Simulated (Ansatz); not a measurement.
# Ti5Si2Te: the cost of one run

Program: Ansatz 0.2.0. Level of theory: DFT PBE, scalar-relativistic, plane waves, PAW, unless a step names another level. These are calculated values, not measurements.

1 further run of the same task is left out (it didn't finish). Runs told in other sessions of the task aren't counted.

### Step 1. The system as given

It takes space group I4/mcm (No. 140, tetragonal). The conventional cell has a = 6.599 Å, b = 6.599 Å, c = 12.113 Å, α = 90.00°, β = 90.00°, γ = 90.00°. Ti (site symmetry m) is surrounded by 3 Si at 2.57 to 2.61 Å and 2 Te at 2.79 Å. Ti (site symmetry 4/m) is surrounded by 4 Si at 2.58 Å and 8 Ti at 3.01 Å and 2 Te at 3.03 Å. Si (site symmetry m2m) has 1 Si at 2.47 Å and 8 Ti at 2.57 to 2.61 Å in its first shell of neighbours. Te (site symmetry 422) is surrounded by 10 Ti at 2.79 to 3.03 Å.

Structure file:

```
CELL_PARAMETERS angstrom
-3.29952 3.29952 6.05660
3.29952 -3.29952 6.05660
3.29952 3.29952 -6.05660
ATOMIC_POSITIONS crystal
Ti 0.02077 0.19442 0.50000
Ti 0.97923 0.80558 0.50000
Ti 0.30558 0.47923 0.50000
Ti 0.69442 0.52077 0.50000
Ti 0.19442 0.69442 0.17365
Ti 0.80558 0.30558 0.82635
Ti 0.47923 0.97923 0.17365
Ti 0.52077 0.02077 0.82635
Ti 0.50000 0.50000 0.00000
Ti 0.00000 0.00000 0.00000
Si 0.86767 0.36767 0.23534
Si 0.13233 0.63233 0.76466
Si 0.36767 0.13233 0.50000
Si 0.63233 0.86767 0.50000
Te 0.75000 0.75000 0.00000
Te 0.25000 0.25000 0.00000
```

It came out lowest among 28 distinct ends of the trial cells. At a tolerance of 0.05 Å it has space group I4/mcm (No. 140).

### Step 2. Bands, states and charges

File input.yaml:

```yaml
crystal:
  lattice:
    - [-3.2995241608, 3.2995241608, 6.0565951]
    - [3.2995241608, -3.2995241608, 6.0565951]
    - [3.2995241608, 3.2995241608, -6.0565951]
  atoms:
    - { symbol: Ti, position: [0.0207732583, 0.1944241104, 0.5] }
    - { symbol: Ti, position: [0.9792267417, 0.8055758896, 0.5] }
    - { symbol: Ti, position: [0.3055758896, 0.4792267417, 0.5] }
    - { symbol: Ti, position: [0.6944241104, 0.5207732583, 0.5] }
    - { symbol: Ti, position: [0.1944241104, 0.6944241104, 0.1736508521] }
    - { symbol: Ti, position: [0.8055758896, 0.3055758896, 0.8263491479] }
    - { symbol: Ti, position: [0.4792267417, 0.9792267417, 0.1736508521] }
    - { symbol: Ti, position: [0.5207732583, 0.0207732583, 0.8263491479] }
    - { symbol: Ti, position: [0.5, 0.5, 0.0] }
    - { symbol: Ti, position: [0.0, 0.0, 0.0] }
    - { symbol: Si, position: [0.8676676112, 0.3676676112, 0.2353352224] }
    - { symbol: Si, position: [0.1323323888, 0.6323323888, 0.7646647776] }
    - { symbol: Si, position: [0.3676676112, 0.1323323888, 0.5] }
    - { symbol: Si, position: [0.6323323888, 0.8676676112, 0.5] }
    - { symbol: Te, position: [0.75, 0.75, 0.0] }
    - { symbol: Te, position: [0.25, 0.25, 0.0] }
basis:
  ecutwfc: 420
kpoints:
  mp_grid: { grid: [8, 8, 8] }
  band_path:
    path:
      - [[0.0, 0.0, 0.0], [0.0, 0.0, 0.5], [0.25, 0.25, 0.25], [0.0, 0.5, 0.0], [0.0, 0.0, 0.0], [0.5, 0.5, -0.5], [0.32419686, 0.67580314, -0.32419686]]
      - [[-0.32419686, 0.32419686, 0.32419686], [0.0, 0.0, 0.0]]
      - [[0.0, 0.0, 0.5], [-0.14839373, 0.14839373, 0.5]]
      - [[0.5, 0.5, -0.14839373], [0.5, 0.5, -0.5]]
    npoints: 10
hamiltonian:
  xc: pbe
scf:
  occupations: { method: gaussian, width: 0.1 }
  n_extra_bands: 40
output:
  forces: true
  stress: true
  eigenvalues: true
  populations: true
  dos: { projected: true, de: 0.02, nscf_kmesh: { grid: [10, 10, 10] } }
  bader: false
  write_density: true
  write_potential: true
  elf: true
  volumetric_format: npy
```

On the command line:

```console
$ ansatz run input.yaml --threads 1 --pin off --max-ram 2560MiB --backend cpu --events-out ev --progress --plain --runs-dir out
```

What time and memory should one allow on 1 thread of Arm Neoverse V2, shared host?

About 10 min, with a peak of 2.2 GiB.
